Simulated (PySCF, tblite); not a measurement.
**C2H5BF4Ge: geometry, infrared bands and NMR shifts**

Aim: predict the infrared bands and NMR shifts of C2H5BF4Ge (`F[B]([GeH3])CC(F)(F)F`).

The runs use tblite 0.8.0 and PySCF 2.14.0, with density-fitted response routines of our own; the level of theory stands in each step. All values are computed, except where a source is named. Atoms count from 0, in the outputs and in this text.

### Step 1. Starting geometry

13 atoms, charge 0, multiplicity 1; geometry from: force field or distance geometry start.

Bonds of the start (Å): F0–B1 1.44, B1–Ge2 2.05, B1–C3 1.59, C3–C4 1.51, C4–F5 1.37, C4–F6 1.37, C4–F7 1.40, Ge2–H8 1.54, Ge2–H9 1.53, Ge2–H10 1.55, C3–H11 1.09, C3–H12 1.13.

### Step 2. Relaxing the molecule with GFN2-xTB

Job settings and geometry (Å):

```
{"job": {"kind": "relax", "xc": "GFN2-xTB", "basis": "xTB"}, "charge": 0, "multiplicity": 1}
F      0.497500     2.000100    -0.686700
B      0.531800     0.560600    -0.637700
Ge     2.073900    -0.426900     0.281500
C     -0.839600    -0.235300    -0.714000
C     -1.709100     0.305500     0.395000
F     -1.049300     0.086700     1.576700
F     -2.934300    -0.297300     0.417200
F     -1.795100     1.680300     0.127900
H      1.449600    -1.218000     1.446500
H      3.185200     0.528400     0.724200
H      2.551600    -1.477100    -0.755700
H     -1.269400    -0.178400    -1.710200
H     -0.697200    -1.328000    -0.482300
```

Launch:

```
$ OMP_NUM_THREADS=1 python probes_run.py task.json out
```

One launch serves the whole session: the jobs run in the order shown.

Output:

```text
step      E/eV     max force
  0    -787.24902    3.389
  1    -787.67148    1.762
  2    -787.84828    3.200
  3    -787.95127    0.805
  4    -787.99533    0.396
  5    -788.01601    0.416
  6    -788.03635    0.416
  7    -788.05265    0.351
  8    -788.06684    0.311
  9    -788.08066    0.371
 10    -788.09535    0.342
 11    -788.10909    0.325
 12    -788.12058    0.282
 13    -788.12939    0.243
 14    -788.13529    0.220
 15    -788.13910    0.195
 16    -788.14252    0.179
 17    -788.14701    0.247
 18    -788.15295    0.232
 19    -788.15896    0.197
 20    -788.16334    0.175
 21    -788.16643    0.152
 22    -788.16922    0.141
 23    -788.17153    0.110
 24    -788.17300    0.094
 25    -788.17399    0.081
 26    -788.17489    0.076
 27    -788.17581    0.084
 28    -788.17657    0.064
 29    -788.17719    0.073
 30    -788.17789    0.074
 31    -788.17884    0.101
 32    -788.17987    0.093
 33    -788.18063    0.062
 34    -788.18111    0.076
 35    -788.18160    0.075
 36    -788.18223    0.080
 37    -788.18298    0.080
 38    -788.18380    0.112
 39    -788.18477    0.099
 40    -788.18606    0.115
 41    -788.18793    0.172
 42    -788.19022    0.172
 43    -788.19235    0.106
 44    -788.19379    0.102
 45    -788.19536    0.122
 46    -788.19780    0.189
 47    -788.20140    0.203
 48    -788.20366    0.180
 49    -788.20557    0.133
 50    -788.20683    0.132
 51    -788.20836    0.132
 52    -788.21076    0.111
 53    -788.21261    0.107
 54    -788.21431    0.108
 55    -788.21625    0.155
 56    -788.21846    0.121
 57    -788.22070    0.162
 58    -788.22256    0.135
 59    -788.22366    0.131
 60    -788.22442    0.095
 61    -788.22513    0.059
 62    -788.22576    0.058
 63    -788.22645    0.079
 64    -788.22705    0.067
 65    -788.22761    0.056
 66    -788.22823    0.075
 67    -788.22897    0.094
 68    -788.22972    0.102
 69    -788.23042    0.076
 70    -788.23100    0.075
 71    -788.23171    0.079
 72    -788.23241    0.092
 73    -788.23345    0.093
 74    -788.23441    0.084
 75    -788.23527    0.091
 76    -788.23565    0.132
 77    -788.23628    0.074
 78    -788.23679    0.062
 79    -788.23793    0.049
 80    -788.23823    0.046
 81    -788.23869    0.046
 82    -788.23899    0.047
 83    -788.23966    0.066
 84    -788.24083    0.089
 85    -788.24288    0.117
 86    -788.24473    0.240
 87    -788.24034    0.630
 88    -788.24902    0.281
 89    -788.25083    0.163
 90    -788.25404    0.119
 91    -788.25046    0.724
 92    -788.25993    0.161
 93    -788.26335    0.136
 94    -788.26646    0.644
 95    -788.27365    0.170
 96    -788.27864    0.176
 97    -788.28334    0.573
 98    -788.29043    0.111
 99    -788.29392    0.129
100    -788.29365    0.508
101    -788.29989    0.184
102    -788.30167    0.194
103    -788.30349    0.419
104    -788.30752    0.225
105    -788.31033    0.226
106    -788.32212    0.430
107    -788.32580    0.168
108    -788.32823    0.180
109    -788.32981    0.164
110    -788.33091    0.230
111    -788.33197    0.109
112    -788.33330    0.079
113    -788.33534    0.069
114    -788.33681    0.092
115    -788.33768    0.113
116    -788.33882    0.181
117    -788.34044    0.169
118    -788.34350    0.175
119    -788.34575    0.187
120    -788.34856    0.127
121    -788.35120    0.189
122    -788.35424    0.115
123    -788.35634    0.150
124    -788.35846    0.101
125    -788.35945    0.100
126    -788.36030    0.075
127    -788.36103    0.082
128    -788.36204    0.077
129    -788.36260    0.059
130    -788.36316    0.047
131    -788.36361    0.045
132    -788.36388    0.077
133    -788.36402    0.040
134    -788.36422    0.032
135    -788.36448    0.044
136    -788.36477    0.056
137    -788.36509    0.061
138    -788.36553    0.054
139    -788.36593    0.050
140    -788.36638    0.063
141    -788.36697    0.078
142    -788.36784    0.093
143    -788.36892    0.093
144    -788.36987    0.076
145    -788.37075    0.081
146    -788.37177    0.102
147    -788.37327    0.116
148    -788.37487    0.161
149    -788.37661    0.122
150    -788.37800    0.071
151    -788.37896    0.065
152    -788.37937    0.062
153    -788.37978    0.034
154    -788.37999    0.038
155    -788.38018    0.038
156    -788.38031    0.032
157    -788.38041    0.029
158    -788.38048    0.024
159    -788.38054    0.017
160    -788.38059    0.014
161    -788.38062    0.011
162    -788.38064    0.010
163    -788.38065    0.009
```

It took 1.6 s on 1 thread of Arm Neoverse N1, shared host.

Along the way: (not every step is listed)

```csv
step,energy from step 0 (eV),largest force (eV/Å)
0,0.0000,3.3888
1,-0.4225,1.7616
2,-0.5993,3.2001
3,-0.7023,0.8050
4,-0.7463,0.3958
5,-0.7670,0.4159
6,-0.7873,0.4164
7,-0.8036,0.3508
8,-0.8178,0.3111
23,-0.9225,0.1102
38,-0.9348,0.1120
53,-0.9636,0.1075
68,-0.9807,0.1025
83,-0.9906,0.0657
98,-1.0414,0.1110
113,-1.0863,0.0688
128,-1.1130,0.0765
143,-1.1199,0.0927
158,-1.1315,0.0237
159,-1.1315,0.0175
160,-1.1316,0.0145
161,-1.1316,0.0108
162,-1.1316,0.0103
163,-1.1316,0.0088
```

Distances of close pairs at the start and the end, largest changes first:

```csv
bond,before (Å),after (Å),change (Å)
F0–B1,1.441,1.313,-0.128
Ge2–H10,1.551,1.494,-0.058
Ge2–H8,1.540,1.485,-0.056
C4–F7,1.403,1.350,-0.054
Ge2–H9,1.531,1.489,-0.041
C3–H12,1.126,1.093,-0.033
C4–F5,1.371,1.344,-0.027
C4–F6,1.366,1.339,-0.027
```

The next job starts from the end point, and lists it.

### Step 3. Harmonic vibrations with GFN2-xTB

Job settings and geometry (Å):

```
{"job": {"kind": "ir", "xc": "GFN2-xTB", "basis": "xTB"}, "charge": 0, "multiplicity": 1}
F      1.009870    -0.233105    -2.280635
B      0.561068    -0.095414    -1.054456
Ge     1.837166    -0.086035     0.515006
C     -1.013410     0.106505    -0.911722
C     -1.449073     0.032367     0.525812
F     -1.200941    -1.174009     1.064336
F     -2.753858     0.270426     0.710165
F     -0.787846     0.920709     1.297172
H      1.445707    -0.944287     1.661647
H      2.011868     1.275393     1.093207
H      3.217803    -0.517248     0.142159
H     -1.307253     1.085184    -1.301929
H     -1.575490    -0.639999    -1.478489
```

Output:

```text
mode    cm-1     km/mol
  1      44.4      3.62
  2      79.5      1.74
  3     108.7      5.05
  4     142.5      0.18
  5     204.3      1.49
  6     243.3     10.64
  7     273.0     16.31
  8     320.4      5.95
  9     344.6     17.17
 10     443.7      9.87
 11     463.0      1.40
 12     484.7     25.34
 13     499.5     27.44
 14     542.5      5.44
 15     594.6     48.14
 16     741.3      3.11
 17     815.4    251.51
 18     832.1     75.38
 19     889.6     81.43
 20     904.7     70.76
 21     955.7    198.90
 22     994.7     70.53
 23    1047.0    348.26
 24    1149.6    129.57
 25    1180.1    177.91
 26    1236.8     53.29
 27    1287.0    333.39
 28    1408.4     39.03
 29    2048.9    196.85
 30    2106.7    405.96
 31    2140.4    369.34
 32    2964.4      1.68
 33    2982.1      1.15
```

Run time: 0.61 s. Hardware: 1 thread of Arm Neoverse N1, shared host.

Which atoms move in the most intense modes:

```csv
cm⁻¹,km/mol,atoms
815,251.5,"H9 32 %, H8 31 %, H10 21 %"
956,198.9,"C4 32 %, H11 24 %, H12 14 %, F5 13 %"
1047,348.3,"C4 60 %, F6 20 %"
1180,177.9,"C4 55 %, H11 16 %"
1287,333.4,"B1 45 %, C3 17 %, F0 16 %, H12 12 %"
2049,196.8,"H10 62 %, H9 26 %, H8 12 %"
2107,406.0,"H9 64 %, H10 33 %"
2140,369.3,H8 85 %
```

### Step 4. Shielding tensors: PBE0/pcSseg-1

The job, as its differences from that of step 3:

```diff
@@ -1,2 +1,2 @@
-{"job": {"kind": "ir", "xc": "GFN2-xTB", "basis": "xTB"}, "charge": 0, "multiplicity": 1}
+{"job": {"kind": "nmr", "xc": "PBE0", "basis": "pcSseg-1"}, "charge": 0, "multiplicity": 1}
 F      1.009870    -0.233105    -2.280635
```

With the program's defaults for keys left out, this is: GIAO PBE0/pcSseg-1 NMR shielding, non-relativistic, gas phase.

Output:

```text
coarse grid: 56520 points
cycle   1  E = -2579.2938909091  dE =  4.391e-01  |g| = 1.252e+00  |ddm| = 3.313e+00
cycle   2  E = -2579.1177448490  dE =  1.761e-01  |g| = 1.644e+00  |ddm| = 1.362e+00
cycle   3  E = -2579.4732384886  dE = -3.555e-01  |g| = 1.827e-01  |ddm| = 9.029e-01
cycle   4  E = -2579.4775862587  dE = -4.348e-03  |g| = 6.736e-02  |ddm| = 1.378e-01
cycle   5  E = -2579.4781740857  dE = -5.878e-04  |g| = 1.167e-02  |ddm| = 4.678e-02
cycle   6  E = -2579.4781935176  dE = -1.943e-05  |g| = 3.737e-03  |ddm| = 8.250e-03
cycle   7  E = -2579.4781955612  dE = -2.044e-06  |g| = 6.206e-04  |ddm| = 3.177e-03
final grid: 119944 points
cycle   8  E = -2579.4782173255  dE = -4.292e-08  |g| = 7.874e-04  |ddm| = 1.795e-03
cycle   9  E = -2579.4782172793  dE =  4.615e-08  |g| = 1.063e-03  |ddm| = 1.299e-03
cycle  10  E = -2579.4782174121  dE = -1.327e-07  |g| = 6.751e-05  |ddm| = 6.443e-04
cycle  11  E = -2579.4782174129  dE = -8.622e-10  |g| = 2.363e-05  |ddm| = 6.765e-05
converged SCF energy = -2579.4782174129

GIAO shielding tensors (ppm)
atom      isotropic    diamagn.    paramagn.     s11        s22        s33       span
  0 F      118.300     464.399    -346.098   -119.954    -21.524    496.380    616.334
  1 B       25.759     188.328    -162.568    -61.071     56.249     82.100    143.171
  2 Ge    1703.772    2757.981   -1054.209   1645.428   1707.573   1758.315    112.887
  3 C      148.471     258.998    -110.527    137.336    145.494    162.584     25.248
  4 C       49.856     241.189    -191.333     44.242     51.558     53.767      9.525
  5 F      240.942     476.299    -235.357    156.537    244.184    322.105    165.568
  6 F      243.857     470.331    -226.474    157.831    240.182    333.557    175.725
  7 F      239.279     477.456    -238.177    154.733    245.868    317.235    162.502
  8 H       28.294      30.118      -1.824     20.687     25.420     38.777     18.090
  9 H       28.513      29.881      -1.368     21.396     24.500     39.643     18.247
 10 H       29.004      29.483      -0.479     22.115     23.105     41.792     19.677
 11 H       29.853      29.983      -0.130     26.054     28.750     34.756      8.702
 12 H       29.689      29.725      -0.036     25.600     29.063     34.404      8.805
```

It took 48 s on 1 thread of Arm Neoverse N1, shared host; peak memory 0.98 GiB.

Shifts follow as δ = σ(reference) − σ, with reference shieldings (ppm) from runs at the same level and on the same kind of geometry: 1H TMS 31.72, 13C TMS 186.9, 19F CFCl3 170.9, 11B BF3·OEt2 100.1, 73Ge GeMe4 1331. The references are single molecules in the gas phase, so shifts against H2O, NH3, PH3, H3PO4 or CFCl3 are not on the usual liquid scales and can be off by tens of ppm. Atoms listed in one row are averaged.

```csv
atoms,environment,σ (ppm),δ (ppm)
C4,CF3 carbon,49.9,137.1
C3,sp3 CH2 bonded to B,148.5,38.5
"H8, H9, H10",hydrogen on a germanium bonded to B,28.60,3.11
"H11, H12",hydrogen on an sp3 CH2 bonded to B,29.77,1.95
F0,fluorine bonded to B,118.3,52.6
"F5, F6, F7",fluorine of a CF3 group,241.4,-70.4
B1,"boron bonded to C, F, Ge",25.8,74.3
Ge2,"germanium bonded to B, 3 H",1704,-373
```

The run also stored atomic charges by several schemes (e):

```csv
atoms,Mulliken,IAO,Hirshfeld,ESP fit
F0,-0.25,-0.28,-0.11,-0.26
B1,0.53,0.34,0.19,0.60
Ge2,-0.12,0.29,0.18,-0.07
C3,-0.49,-0.48,-0.17,-0.66
C4,0.77,0.81,0.26,0.67
"F5, F6, F7",-0.27,-0.28,-0.09,-0.22
```

Mayer bond orders: F0–B1 1.17, B1–Ge2 0.93, B1–C3 0.91, C3–C4 1.05, C4–F5 0.98, C4–F6 1.01, C4–F7 0.96.

### Step 5. Outcome

```
                                                                 quantity                  value
                                strongest single infrared mode (GFN2-xTB)  2107 cm⁻¹, 406 km/mol
                                             zero-point energy (GFN2-xTB)          43.6 kcal/mol
                                   13C shifts against TMS (PBE0/pcSseg-1)        137.1, 38.5 ppm
   1H shifts against TMS (PBE0/pcSseg-1, means over atoms taken as alike)         3.11, 1.95 ppm
19F shifts against CFCl3 (PBE0/pcSseg-1, means over atoms taken as alike)        52.6, -70.4 ppm
                              11B shifts against BF3·OEt2 (PBE0/pcSseg-1)               74.3 ppm
                                73Ge shifts against GeMe4 (PBE0/pcSseg-1)               -373 ppm
```

What this shows: Relaxing lowered the energy by 1.132 eV in 163 steps; the close pair that moved most is F0–B1, from 1.441 to 1.313 Å. No mode is imaginary among the 33: a minimum at this level. The strongest single mode, at 2107 cm⁻¹, moves mainly H9 and H10. GFN2-xTB is a fitted tight-binding method: band positions and strengths are rough. Its intensities can rank the bands wrongly. At PBE0/pcSseg-1: The widest tensor belongs to F0: span 616 ppm, with a paramagnetic part of -346 ppm. Spin-orbit coupling is left out, which matters for shieldings and couplings at and beside the heavy atoms.
